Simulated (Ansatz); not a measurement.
# TaTlH: the cost of one run

Program: Ansatz 0.2.0. Level of theory: DFT PBE, scalar-relativistic, plane waves, PAW. These are calculated values, not measurements.

### 1 The system as given

The structure is tetragonal, space group P4/nmm (No. 129). The conventional cell has a = 4.115 Å, b = 4.115 Å, c = 5.864 Å, α = 90.00°, β = 90.00°, γ = 90.00°. Around Ta (site symmetry -4m2) lie 4 Tl at 2.41 Å and 4 Ta at 2.91 Å and 2 H at 2.93 Å. Around Tl (site symmetry 4mm) lie 4 Ta at 2.41 Å and 4 H at 2.66 Å. Around H (site symmetry -4m2) lie 4 Tl at 2.66 Å and 2 Ta at 2.93 Å.

Structure file:

```cif
data_structure
_symmetry_space_group_name_H-M 'P 1'
_symmetry_Int_Tables_number 1
_cell_length_a 4.1149
_cell_length_b 4.1149
_cell_length_c 5.8639
_cell_angle_alpha 90.000
_cell_angle_beta 90.000
_cell_angle_gamma 90.000
_cell_volume 99.29
loop_
_atom_site_label
_atom_site_type_symbol
_atom_site_fract_x
_atom_site_fract_y
_atom_site_fract_z
_atom_site_occupancy
Ta1 Ta 0.00000 0.00000 0.50000 1
Ta2 Ta 0.50000 0.50000 0.50000 1
Tl1 Tl 0.00000 0.50000 0.71341 1
Tl2 Tl 0.50000 0.00000 0.28659 1
H1 H 0.00000 0.00000 0.00000 1
H2 H 0.50000 0.50000 0.00000 1
```

The cell is invented: species swapped into a database cell of GdOF (P4/nmm, No. 129), with Tl on the Gd sites, Ta on the O sites and H on the F sites. Its size is a rough estimate.

### 2 Probe: one point on a coarse mesh

The input, input.yaml:

```yaml
crystal:
  lattice:
    - [4.11488581, 0.0, 0.0]
    - [0.0, 4.11488581, 0.0]
    - [0.0, 0.0, 5.8638544]
  atoms:
    - { symbol: Ta, position: [0.0, 0.0, 0.5] }
    - { symbol: Ta, position: [0.5, 0.5, 0.5] }
    - { symbol: Tl, position: [0.0, 0.5, 0.71340954] }
    - { symbol: Tl, position: [0.5, 0.0, 0.28659046] }
    - { symbol: H, position: [0.0, 0.0, 0.0] }
    - { symbol: H, position: [0.5, 0.5, 0.0] }
basis:
  ecutwfc: 420
kpoints:
  mp_grid: { grid: [4, 4, 4] }
hamiltonian:
  xc: pbe
scf:
  occupations: { method: gaussian, width: 0.1 }
  lower_state_search: "off"
output:
  forces: true
  stress: true
  eigenvalues: true
```

Started as:

```bash
$ ansatz run input.yaml --threads 1 --pin off --max-ram 2560MiB --backend cpu --events-out ev --progress --plain --runs-dir out
```

What time and memory should one allow on 1 thread of Intel Xeon at 2.70GHz, shared host?

About 12 s, with a peak of 0.39 GiB.
